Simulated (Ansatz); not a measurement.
# Ta4Al: the cost of one run

Computed with Ansatz 0.2.0 (DFT PBE, scalar-relativistic, plane waves, PAW, unless a step names another level, unless a step's input says otherwise).

**1. The system as given**

The structure is tetragonal, space group I4/mmm (No. 139). The conventional cell has a = 3.403 Å, b = 3.403 Å, c = 15.291 Å, α = 90.00°, β = 90.00°, γ = 90.00°. Ta (site symmetry 4mm) is surrounded by 9 Ta at 2.86 to 3.17 Å and 1 Al at 3.01 Å. Ta (site symmetry 4mm) has 4 Al at 2.82 Å and 6 Ta at 2.86 to 3.17 Å as nearest neighbours. Around Al (site symmetry 4/mmm) lie 10 Ta at 2.82 to 3.01 Å.

As a file:

```cif
data_structure
_symmetry_space_group_name_H-M 'I4/mmm'
_symmetry_Int_Tables_number 139
_cell_length_a 3.4029
_cell_length_b 3.4029
_cell_length_c 15.2909
_cell_angle_alpha 90.000
_cell_angle_beta 90.000
_cell_angle_gamma 90.000
_cell_volume 177.07
loop_
_atom_site_label
_atom_site_type_symbol
_atom_site_symmetry_multiplicity
_atom_site_Wyckoff_symbol
_atom_site_fract_x
_atom_site_fract_y
_atom_site_fract_z
_atom_site_occupancy
Ta1 Ta 4 e 0.00000 0.00000 0.19676 1
Ta2 Ta 4 e 0.50000 0.50000 0.09561 1
Al1 Al 2 a 0.00000 0.00000 0.00000 1
```

It came out lowest among 16 distinct ends of the trial cells. At a tolerance of 0.05 Å it has space group I4/mmm (No. 139).

**2. A stricter relaxation, on the response runs' mesh and smearing**

Contents of input.yaml:

```yaml
crystal:
  lattice:
    - [-1.70146524, 1.70146524, 7.6454262132]
    - [1.70146524, -1.70146524, 7.6454262132]
    - [1.70146524, 1.70146524, -7.6454262132]
  atoms:
    - { symbol: Ta, position: [0.1967613016, 0.1967613016, 0.0] }
    - { symbol: Ta, position: [0.8032386984, 0.8032386984, 0.0] }
    - { symbol: Ta, position: [0.5956086056, 0.5956086056, 0.0] }
    - { symbol: Ta, position: [0.4043913944, 0.4043913944, 0.0] }
    - { symbol: Al, position: [0.0, 0.0, 0.0] }
basis:
  ecutwfc: 420
kpoints:
  mp_grid: { grid: [12, 12, 12] }
hamiltonian:
  xc: pbe
scf:
  occupations: { method: gaussian, width: 0.1 }
output:
  forces: true
  stress: true
  eigenvalues: true
relax:
  adjacent_minimum: "off"
  f_tol: 0.001
  max_steps: 60
  cell: { stress_tol: 0.01 }
```

On the command line:

```
> ansatz run input.yaml --threads 3 --pin off --max-ram 7680MiB --backend cpu --events-out ev --progress --plain --runs-dir out
```

What time and memory should one allow on 3 threads of Intel Xeon at 2.70GHz, shared host?

About 32 s, with a peak of 0.67 GiB.
